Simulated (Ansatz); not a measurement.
# F₂GeH₄OSi: basis-set convergence

One table from this session's results is given with a row withheld; the runs are named, their logs left out.

Method: one geometry, several basis sets; program: Ansatz 0.2.0, Gaussian basis.

The runs, in order: PBE0-D4/def2-SVP; ωB97M-V/def2-SVP; PBE0-D4/def2-QZVPP; ωB97M-V/def2-QZVPP; the functionals' def2-TZVPP values are taken from earlier runs.

## The geometry

The geometry comes from an earlier relaxation with PBE0-D4 in a triple-zeta def2 set; it is a stationary point, not always the lowest conformer.

SMILES `[OH][Ge]([F])([F])[SiH3]`, 9 atoms, charge 0, spin multiplicity 1.

Atoms are counted from 1 here; the program's logs count them from 0.

Bond lengths: O1–Ge2 1.752 Å, O1–H6 0.962 Å, Ge2–F3 1.732 Å, Ge2–F4 1.732 Å, Ge2–Si5 2.377 Å, Si5–H7 1.481 Å, Si5–H8 1.481 Å, Si5–H9 1.481 Å. Angles: Ge2–O1–H6 113.6°, O1–Ge2–F3 107.7°, O1–Ge2–F4 107.6°, O1–Ge2–Si5 113.0°, F3–Ge2–F4 102.2°, F3–Ge2–Si5 112.8°, F4–Ge2–Si5 112.9°, Ge2–Si5–H7 107.3°, Ge2–Si5–H8 107.7°, Ge2–Si5–H9 107.7°, H7–Si5–H8 111.3°, H7–Si5–H9 111.3°, H8–Si5–H9 111.3°.

The first run:

File in.yaml:

```yaml
crystal:
  periodic: [false, false, false]
  atoms:
    - {symbol: O, position_ang: [0.637398, 1.962693, -0.123851]}
    - {symbol: Ge, position_ang: [0.666702, 0.235906, -0.419795]}
    - {symbol: F, position_ang: [0.702894, -0.004845, -2.134570]}
    - {symbol: F, position_ang: [2.222341, -0.352226, 0.064123]}
    - {symbol: Si, position_ang: [-1.125534, -0.916900, 0.633329]}
    - {symbol: H, position_ang: [1.371048, 2.434998, -0.528714]}
    - {symbol: H, position_ang: [-0.988909, -2.351503, 0.291862]}
    - {symbol: H, position_ang: [-2.391815, -0.356847, 0.107276]}
    - {symbol: H, position_ang: [-1.005525, -0.697574, 2.093241]}
basis:
  gaussian: {orbitals: def2-SVP}
hamiltonian: {xc: pbe0, dispersion: d4}
output: {orbitals: {seedname: orbitals}}
```

Launch:

```console
ansatz run in.yaml --threads 4 --pin off --events-out ev --progress --plain --max-ram 10444MiB
```

Steps of the session up to this table: PBE0-D4 in def2-SVP; ωB97M-V in def2-SVP; PBE0-D4 in def2-QZVPP; ωB97M-V in def2-QZVPP.

One of the session's tables, all rows but one given; the rest of the session is left out.

It belongs to the step «Functionals by basis». 

```
functional       basis  HOMO (eV)  LUMO (eV)
   PBE0-D4    def2-SVP      -9.33      -0.15
   PBE0-D4  def2-TZVPP          ?          ?
   PBE0-D4  def2-QZVPP      -9.45      -0.54
   ωB97M-V    def2-SVP     -11.41       1.78
   ωB97M-V  def2-TZVPP     -11.52       1.38
   ωB97M-V  def2-QZVPP     -11.57       1.04
```

**Question.** Estimate the row for PBE0-D4, def2-TZVPP.

The run gave: HOMO (eV): -9.41; LUMO (eV): -0.40. In the column «HOMO (eV)» it lies between PBE0-D4, def2-QZVPP (-9.45) and PBE0-D4, def2-SVP (-9.33).
